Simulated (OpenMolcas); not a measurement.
# Ni³⁺ among point charges: CASSCF and CASPT2 levels and susceptibility

Aim: the splitting of the states of Ni³⁺ in the field of 6 point charges, its lowest levels with spin-orbit coupling and its magnetic susceptibility.

Program: OpenMolcas 26.06. Level of theory: state-averaged CASSCF and CASPT2, spin-orbit coupling by RASSI with atomic mean-field integrals. These are calculated values, not measurements, unless marked.

## Step 1: What is computed

```
Species                           : Ni³⁺ (nickel, Z = 28, 25 electrons)
Basis                             : ANO-RCC-VDZP [5s4p2d1f], 34 functions
Scalar Hamiltonian                : DKH2, point nucleus
Inactive shells                   : 1s 2s 2p 3s 3p
Active space                      : 7 electrons in 5 orbitals (3d)
Some configurations of this space : 3d7
Orbitals                          : optimised for each spin and parity, averaged over all roots
```

The outer shells:

3d7
```
3d [↑↓][↑↓][↑ ][↑ ][↑ ]
```

The ion sits among 6 point charges of -1.1 e arranged as an octahedron (Oh), 2.07 Å from the ion.

The work runs as a chain of OpenMolcas steps in one folder; each step below is one input file. Labels, J, g values, rates, χT and fits are worked out afterwards by a script from the matrices that RASSI stores. The input lists half of the charges; inversion (Group=XYZ) makes the rest.

## Step 2: Basis and integrals

File a.inp:

```
&GATEWAY
Coord
1

Ni 0.0 0.0 0.0
Basis=ANO-RCC-VDZP
Group=XYZ
NoMove
AngMom=0.0 0.0 0.0
AMFI
XField
3 Angstrom 0
2.070000 0.000000 0.000000 -1.100000
0.000000 2.070000 0.000000 -1.100000
0.000000 0.000000 2.070000 -1.100000
&SEWARD
```

Started as:

```console
$ OMP_NUM_THREADS=1 MOLCAS_MEM=1689 MOLCAS_PROJECT=a pymolcas a.inp > a.log
```

Log:

```text
Basis set label: NI.ANO-RCC...5S4P2D1F.

      Electronic valence basis set:
      ------------------
      Associated Effective Charge  28.000000 au
      Associated Actual Charge     28.000000 au
      Nuclear Model: Point charge

      Shell  nPrim  nBasis  Cartesian Spherical Contaminant
         s      21       5        X
         p      15       4        X
         d      10       2                 X
         f       6       1                 X
                  Relativistic Douglas-Kroll-Hess integrals:
                    - DKH order of Hamiltonian: 2
                    - DKH order of Properties : 0
                  Atomic mean-field integrals
```

## Step 3: Reference wave functions, quartets of even parity, 10 roots

File a.inp:

```
&RASSCF
FileOrb=start.orb
Symmetry=1
Spin=4
nActEl=7 0 0
Inactive=3 6
Ras2=5 0
CIRoot=10 10 1
SDav=10
CIMx=300
Iter=120 100
PrWF=0.3
OrbListing=Nothing
MaxOrb=0
>>> COPY $Project.JobIph JOB001
```

Started as:

```console
$ OMP_NUM_THREADS=1 MOLCAS_MEM=1689 MOLCAS_PROJECT=a pymolcas a.inp > a.log
```

start.orb holds the contracted functions of the basis, ordered by shell, or the orbitals of the step before.

Log, shortened:

```text
[...]
      Number of active orbitals                  5
[...]
      Spin quantum number                      1.5
[...]
      Active orbitals                            5   0
[...]
      Number of CSFs                            10
      Number of root(s) required                10
[...]
      Convergence after  9 iterations
[...]
      Natural orbitals and occupation numbers for root  1
      sym 1:   1.966076   1.033924   1.000000   1.966076   1.033924
      Natural orbitals and occupation numbers for root  2
      sym 1:   1.145694   1.854306   1.000000   1.854306   1.145694
      Natural orbitals and occupation numbers for root  3
      sym 1:   1.954967   1.954967   1.000000   1.045033   1.045033
::    RASSCF root number  1 Total energy:  -1522.01710673
::    RASSCF root number  2 Total energy:  -1522.01710673
::    RASSCF root number  3 Total energy:  -1522.01710673
[...]
::    RASSCF root number  7 Total energy:  -1522.00408681
::    RASSCF root number  8 Total energy:  -1521.91626214
::    RASSCF root number  9 Total energy:  -1521.91626214
::    RASSCF root number 10 Total energy:  -1521.91626214
```

## Step 4: CASSCF: doublets of even parity, 40 roots

File a.inp:

```
&RASSCF
FileOrb=start.orb
Symmetry=1
Spin=2
nActEl=7 0 0
Inactive=3 6
Ras2=5 0
CIRoot=40 40 1
SDav=40
CIMx=300
Iter=120 100
PrWF=0.3
OrbListing=Nothing
MaxOrb=0
>>> COPY $Project.JobIph JOB002
```

Log, shortened:

```text
[...]
      Number of active orbitals                  5
[...]
      Spin quantum number                      0.5
[...]
      Active orbitals                            5   0
[...]
      Number of CSFs                            40
      Number of root(s) required                40
[...]
      Convergence after  7 iterations
[...]
      Natural orbitals and occupation numbers for root  1
      sym 1:   1.301176   1.639964   0.857699   1.649126   1.552034
      Natural orbitals and occupation numbers for root  2
      sym 1:   0.857699   1.587452   1.301176   1.578290   1.675382
      Natural orbitals and occupation numbers for root  3
      sym 1:   1.349639   1.505193   1.173466   1.511893   1.459808
::    RASSCF root number  1 Total energy:  -1521.91762384
::    RASSCF root number  2 Total energy:  -1521.91762384
::    RASSCF root number  3 Total energy:  -1521.91678046
[...]
::    RASSCF root number 27 Total energy:  -1521.87101121
::    RASSCF root number 28 Total energy:  -1521.87101121
::    RASSCF root number 29 Total energy:  -1521.78817353
::    RASSCF root number 30 Total energy:  -1521.78817353
```

## Step 5: State interaction with spin-orbit coupling

File a.inp:

```
&RASSI
NrOfJobIphs=2 10 40
1 2 3 4 5 6 7 8 9 10
1 2 3 4 5 6 7 8 9 10 11 12 13 14 15 16 17 18 19 20 21 22 23 24 25 26 27
28 29 30 31 32 33 34 35 36 37 38 39 40
IphNames
JOB001
JOB002
EJob
SpinOrbit
DIPRint=1.0
SOCoupling=1000.0
Subsets=2
Property=9
'ANGMOM' 1 'ANGMOM' 2 'ANGMOM' 3 'MLTPL  1' 1 'MLTPL  1' 2 'MLTPL  1' 3
'AMFI' 1 'AMFI' 2 'AMFI' 3
SOProperty=3
'ANGMOM' 1 'ANGMOM' 2 'ANGMOM' 3
```

Log, shortened:

```text
SPIN-FREE ENERGIES:
  (Shifted by EMIN (a.u.) =      -1522.0171067297)
 SF State       Relative EMIN(au)   Rel lowest level(eV)    D:o, cm**(-1)      L_eff
     1             0.0000000000        0.0000000000              0.0000         3.0
     2             0.0000000000        0.0000000000              0.0000         3.0
     3             0.0000000000        0.0000000000              0.0000         3.0
     4             0.0058153923        0.1582448873           1276.3311         3.0
     5             0.0058153923        0.1582448873           1276.3311         3.0
     6             0.0058153923        0.1582448873           1276.3311         3.0
     7             0.0130199173        0.3542899993           2857.5416         3.0
    11             0.0994828933        2.7070674338          21833.9713         4.0
    12             0.0994828933        2.7070674338          21833.9713         4.0
    13             0.1003262662        2.7300167815          22019.0703         4.0
[...]
Eigenvalues of complex Hamiltonian:
   -----------------------------------
  (Shifted by EMIN (a.u.) =      -1522.0171067297)
 SO State       Relative EMIN(au)   Rel lowest level(eV)    D:o, cm**(-1)     J-value
     1            -0.0051233664        0.0000000000              0.0000         3.6
     2            -0.0051233664        0.0000000000              0.0000         3.6
     3            -0.0037343868        0.0377960604            304.8458         3.5
     4            -0.0037343868        0.0377960604            304.8458         3.4
     5            -0.0037343868        0.0377960604            304.8458         3.5
     6            -0.0037343868        0.0377960604            304.8458         3.5
     7            -0.0011602109        0.1078429549            869.8121         3.5
     8            -0.0011602109        0.1078429549            869.8121         3.1
     9            -0.0011602109        0.1078429549            869.8121         3.1
    10            -0.0011602109        0.1078429549            869.8121         3.5
    11             0.0018011748        0.1884263634           1519.7611         2.6
[...]
```

Time for these steps: 10 s (1 thread of Arm Neoverse V1, shared host).

Spin-free states, with their symmetry labels:

```tsv
state	degeneracy	E (cm-1)	free-ion L (%)
4T1	3	0	F (100)
4T2	3	1276	F (100)
4A2	1	2858	F (100)
2E	2	21834	G (94)
2T2	3	22019	G (99)
4T1	3	22133	P (100)
2T1	3	22188	G (97)
2A1	1	22486	G (100)
2T1	3	28770	P (64)
2T1	3	28971	H (97)
2E	2	29223	H (95)
2T2	3	29370	H (95)
2T1	3	30284	H (66)
2E	2	31744	D (97)
2T2	3	32064	D (94)
2T1	3	50245	F (100)
2T2	3	50357	F (100)
2A2	1	50576	F (100)
2E	2	78477	D (100)
2T2	3	78520	D (100)
```

With spin-orbit coupling:

```csv
E (cm-1),Degeneracy,Label,2S+1,g
0.0,2,Γ6,4,4.95 4.95 4.95
304.8,4,Γ8,4,
869.8,4,Γ8,4,
1520,2,Γ7,4,0.90 0.90 0.90
2272,2,Γ6,4,2.95 2.95 2.95
2279,4,Γ8,4,
2848,2,Γ7,4,1.10 1.10 1.10
2931,4,Γ8,4,
4482,4,Γ8,4,
22353,4,Γ8,2,
22680,4,Γ8,2,
22810,2,Γ7,4,2.66 2.66 2.66
22824,4,Γ8,4,
23031,2,Γ6,2,3.89 3.89 3.89
23167,4,Γ8,4,
23722,4,Γ8,2,
23728,2,Γ7,2,2.62 2.62 2.62
23769,2,Γ6,4,2.55 2.55 2.55
24014,2,Γ6,2,1.85 1.85 1.85
29427,4,Γ8,2,
29693,2,Γ6,2,3.88 3.88 3.88
29812,4,Γ8,2,
30109,2,Γ7,2,3.88 3.88 3.88
30562,2,Γ6,2,1.62 1.62 1.62
```

Principal g values are given for doublets only; a zero marks a field direction without first-order Zeeman splitting.

Powder χT (cm³ K/mol): 2.32 at 2 K, 2.37 at 5 K, 2.44 at 10 K, 2.58 at 20 K, 3.00 at 50 K, 3.65 at 100 K, 4.11 at 150 K, 4.40 at 200 K, 4.58 at 250 K, 4.70 at 300 K.

A ligand-field fit to the states below 45000 cm-1 gives 10Dq = 1453 cm-1, B = 1409 cm-1 and C = 5214 cm-1 (C/B = 3.70), with a deviation of 58 cm-1.

Orbitals of the lowest block (energies include the constant potential of the surroundings):

```tsv
shell	space	energy (hartree)	mean occupation	⟨r²⟩ (bohr²)
1s	inactive	-308.5144	2.000	0.00389
2s	inactive	-38.3921	2.000	0.0700
2p	inactive	-32.8532	6.000	0.0567
3s	inactive	-4.7857	2.000	0.629
3p	inactive	-3.0777	6.000	0.702
3d	RAS2		7.000	1.07
```

## Step 6: CASPT2: IPEA 0.25, imaginary shift 0.1 (closed shells correlated: 3s 3p)

File a.inp:

```
>>> COPY JOB001 $Project.JobIph
&CASPT2
Multistate=10 1 2 3 4 5 6 7 8 9 10
NoMult
Frozen=2 3
IPEA=0.25
Imaginary=0.1
MaxIter=60
WThr=0.0 0.3 0.05
PrWF=0.5
NoMix
>>> COPY JOB002 $Project.JobIph
&CASPT2
Multistate=40 1 2 3 4 5 6 7 8 9 10 11 12 13 14 15 16 17 18 19 20 21 22
23 24 25 26 27 28 29 30 31 32 33 34 35 36 37 38 39 40
NoMult
Frozen=2 3
IPEA=0.25
Imaginary=0.1
MaxIter=60
WThr=0.0 0.3 0.05
PrWF=0.5
NoMix
```

Log, shortened:

```text
[...]
      Active orbitals                            5   0
[...]
      E2 (Variational):          -0.3661019456
      Total energy:           -1522.3832086753
[...]
::    CASPT2 Root  1     Total energy:  -1522.38320868
::    CASPT2 Root  2     Total energy:  -1522.38500787
[...]
::    CASPT2 Root 27     Total energy:  -1522.25548998
::    CASPT2 Root 28     Total energy:  -1522.25573156
::    CASPT2 Root 29     Total energy:  -1522.17867360
::    CASPT2 Root 30     Total energy:  -1522.17862086
```

Time for this run: 3.3 s (1 thread of Arm Neoverse V1, shared host).

SS-CASPT2: lowest energy less the reference's lowest, -0.3668 hartree; reference weights 0.946 to 0.954.

States without spin-orbit coupling:

```tsv
state	degeneracy	E (cm-1)	free-ion L (%)
4T1	3	0	F (100)
4T2	3	932	F (100)
4A2	1	3629	F (100)
4T1	3	19300	P (100)
2E	2	19876	G (94)
2T2	3	19909	G (99)
2T1	3	20131	G (97)
2A1	1	20362	G (100)
2T1	3	24500	P (64)
2T1	3	27121	H (97)
2E	2	27471	H (95)
2T2	3	27530	H (95)
2E	2	27626	D (97)
2T1	3	27936	H (66)
2T2	3	28160	D (94)
2T1	3	45036	F (100)
2T2	3	45200	F (100)
2A2	1	45395	F (100)
2T2	3	70329	D (100)
2E	2	70423	D (100)
```

With spin-orbit coupling:

```json
{"E (cm-1)": "0", "Degeneracy": "2", "Label": "Γ6", "2S+1": "4", "g": "4.99 4.99 4.99"}
{"E (cm-1)": "250", "Degeneracy": "4", "Label": "Γ8", "2S+1": "4", "g": ""}
{"E (cm-1)": "780", "Degeneracy": "4", "Label": "Γ8", "2S+1": "4", "g": ""}
{"E (cm-1)": "1490", "Degeneracy": "2", "Label": "Γ7", "2S+1": "4", "g": "1.50 1.50 1.50"}
{"E (cm-1)": "1970", "Degeneracy": "2", "Label": "Γ6", "2S+1": "4", "g": "2.99 2.99 2.99"}
{"E (cm-1)": "2150", "Degeneracy": "4", "Label": "Γ8", "2S+1": "4", "g": ""}
{"E (cm-1)": "2570", "Degeneracy": "2", "Label": "Γ7", "2S+1": "4", "g": "0.50 0.50 0.50"}
{"E (cm-1)": "2780", "Degeneracy": "4", "Label": "Γ8", "2S+1": "4", "g": ""}
{"E (cm-1)": "5070", "Degeneracy": "4", "Label": "Γ8", "2S+1": "4", "g": ""}
{"E (cm-1)": "19990", "Degeneracy": "4", "Label": "Γ8", "2S+1": "4", "g": ""}
{"E (cm-1)": "20000", "Degeneracy": "2", "Label": "Γ7", "2S+1": "4", "g": "2.66 2.66 2.66"}
{"E (cm-1)": "20300", "Degeneracy": "4", "Label": "Γ8", "2S+1": "4", "g": ""}
{"E (cm-1)": "20340", "Degeneracy": "4", "Label": "Γ8", "2S+1": "2", "g": ""}
{"E (cm-1)": "20680", "Degeneracy": "4", "Label": "Γ8", "2S+1": "2", "g": ""}
{"E (cm-1)": "20900", "Degeneracy": "2", "Label": "Γ6", "2S+1": "2", "g": "3.27 3.27 3.27"}
{"E (cm-1)": "20980", "Degeneracy": "2", "Label": "Γ6", "2S+1": "4", "g": "3.31 3.31 3.31"}
{"E (cm-1)": "21640", "Degeneracy": "2", "Label": "Γ7", "2S+1": "2", "g": "2.62 2.62 2.62"}
{"E (cm-1)": "21700", "Degeneracy": "4", "Label": "Γ8", "2S+1": "2", "g": ""}
{"E (cm-1)": "21940", "Degeneracy": "2", "Label": "Γ6", "2S+1": "2", "g": "2.01 2.01 2.01"}
{"E (cm-1)": "25370", "Degeneracy": "4", "Label": "Γ8", "2S+1": "2", "g": ""}
{"E (cm-1)": "26260", "Degeneracy": "2", "Label": "Γ6", "2S+1": "2", "g": "1.03 1.03 1.03"}
{"E (cm-1)": "27970", "Degeneracy": "2", "Label": "Γ6", "2S+1": "2", "g": "3.34 3.34 3.34"}
{"E (cm-1)": "28010", "Degeneracy": "4", "Label": "Γ8", "2S+1": "2", "g": ""}
{"E (cm-1)": "28290", "Degeneracy": "2", "Label": "Γ7", "2S+1": "2", "g": "3.87 3.87 3.87"}
```

Powder χT (cm³ K/mol): 2.37 at 2 K, 2.42 at 5 K, 2.51 at 10 K, 2.68 at 20 K, 3.20 at 50 K, 3.94 at 100 K, 4.38 at 150 K, 4.63 at 200 K, 4.78 at 250 K, 4.88 at 300 K.

A ligand-field fit to the states below 45000 cm-1 gives 10Dq = 1681 cm-1, B = 1235 cm-1 and C = 4767 cm-1 (C/B = 3.86), with a deviation of 715 cm-1.

## Step 7: The methods side by side

A. CASSCF
B. SS-CASPT2, IPEA 0.25, imaginary shift 0.1 (closed shells correlated: 3s 3p)

```tsv
method	ground state	first state of that spin (cm-1)	first gap with spin-orbit (cm-1)	χT at 300 K
A	4T1	4T2 1276	304.8	4.70
B	4T1	4T2 931.7	246.9	4.88
```

## Step 8: Outcome

| quantity | value |
| --- | --- |
| method | SS-CASPT2, IPEA 0.25, imaginary shift 0.1 (closed shells correlated: 3s 3p) |
| spin-free ground state | 4T1, 3-fold in its orbital part |
| first state of the same spin within the active space | 4T2 at 932 cm⁻¹ |
| lowest level | 2-fold Γ6, g = 4.99, 4.99, 4.99 |
| next level | 246.9 cm⁻¹ |
| χT at 300 K | 4.88 cm³ K/mol |
| effective moment at 300 K | 6.25 μB |

Cost by method:

```tsv
method	time of its own steps	time with the reference
A. CASSCF	10 s	10 s
B. SS-CASPT2, IPEA 0.25, imaginary shift 0.1, +3s 3p	3.3 s	14 s
```

Times are of one thread on a shared host.

**Reading.** The spin-free ground state (4T1) comes to 100 % from free-ion F terms and keeps the highest spin of the shell. χT at 300 K is 4.88, against 1.88 cm³ K/mol for the spin alone, so orbital moment adds to it. An active space of the d shell alone favours high spin; real ions in strong fields can be low spin. A ligand-field fit to the states below 45000 cm-1 gives 10Dq = 1681 cm-1, B = 1235 cm-1 and C = 4767 cm-1 (C/B = 3.86), with a deviation of 715 cm-1. CASPT2 does not keep the components of a term degenerate, and the means are used. The field of point charges can differ much from that of real complexes. With metal d orbitals alone active, the gaps between spin states are rough; where two lie within a few thousand cm-1, their order is open. This is an electrostatic model: the charges have no orbitals.
